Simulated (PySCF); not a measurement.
# C5H10O2 (methyl butanoate): the cost of one run

Programs: PySCF 2.14.0, with density-fitted response routines of our own. Each step states its level of theory. These are calculated values for one molecule, in the gas phase or a continuum, unless marked as measured. Atoms count from 0, in the outputs and in this text.

## 1. The molecule as given

17 atoms, charge 0, multiplicity 1; geometry from: GFN2-xTB. The atoms were then displaced at random by about 0.01 Å, so the start is not that level's minimum.

Bonds of the start (Å): C0–C1 1.50, C1–C2 1.52, C2–C3 1.55, C3–O4 1.20, C3–O5 1.32, O5–C6 1.43, C0–H7 1.08, C0–H8 1.09, C0–H9 1.11, C1–H10 1.08, C1–H11 1.08, C2–H12 1.08, C2–H13 1.11, C6–H14 1.09, C6–H15 1.10, C6–H16 1.08.

## 2. Geometry optimisation at PBE0-D3(BJ)/def2-TZVP

What the job is given:

```
{"job": {"xc": "PBE0", "basis": "def2-TZVP", "d3": "d3bj", "grid": 2, "shake": 0.01, "kind": "geom"}, "charge": 0, "multiplicity": 1}
C     -1.926100     0.680230     0.394950
C     -1.667700    -0.678380    -0.191430
C     -0.379200    -1.265700     0.351730
C      0.855760    -0.428050    -0.081060
O      1.143980    -0.232150    -1.227490
O      1.470270     0.079830     0.976160
C      2.608900     0.893630     0.697370
H     -1.967770     0.670050     1.472320
H     -1.172070     1.415390     0.119430
H     -2.903070     1.078140     0.037350
H     -1.593310    -0.608680    -1.266720
H     -2.478080    -1.349240     0.059860
H     -0.250870    -2.260880    -0.045800
H     -0.396760    -1.300080     1.456260
H      2.338800     1.631810    -0.056880
H      2.872590     1.386460     1.642480
H      3.428120     0.299450     0.321130
```

Started as:

```console
$ OMP_NUM_THREADS=2 python probes_run.py task.json out
```

One launch serves the whole session: the jobs run in the order shown.

Q: Estimate the wall time and peak memory of this first job on 2 threads of Intel Xeon at 2.50GHz, shared host.

About 18 min, with a peak of 1.7 GiB.
